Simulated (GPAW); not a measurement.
TaTe:

```
CELL_PARAMETERS angstrom
3.42009 0.00000 0.00000
0.00000 3.42009 0.00000
0.00000 0.00000 3.42009
ATOMIC_POSITIONS crystal
Ta 0.50000 0.50000 0.50000
Te 0.00000 0.00000 0.00000
```

The cell was built by a generator and needn't be a form met in nature.

Base run:

| Quantity | Value |
| --- | --- |
| Program | GPAW 26.7.0 |
| Functional | PBEsol |
| Potentials or basis | PAW data sets generated in the run's folder for this functional |
| Cutoff | 600 eV |
| Basis | pw |
| k mesh | 8 × 8 × 8 |
| Occupations | fermi-dirac, width 0.05 eV |
| Spin | no spin polarisation |
| Hubbard terms | Ta d U = 3 eV |

Its results: band gap on the k mesh none (metal or under the smearing width); pressure -1.7 GPa.

Task: After a change of settings the same cell gave: band gap on the k mesh none (metal or under the smearing width); pressure 3.1 GPa. Which change was it?
A. hubbard terms from Ta d U = 3 eV to Ta d U = 5 eV
B. hubbard terms from Ta d U = 3 eV to none
C. hubbard terms from Ta d U = 3 eV to Ta d U = 4 eV

Result: A.

Caveats: U without spin polarisation on a metal has little footing; the U is typed as a test and isn't derived for this compound.

Runs at the PBE level aren't shown here.
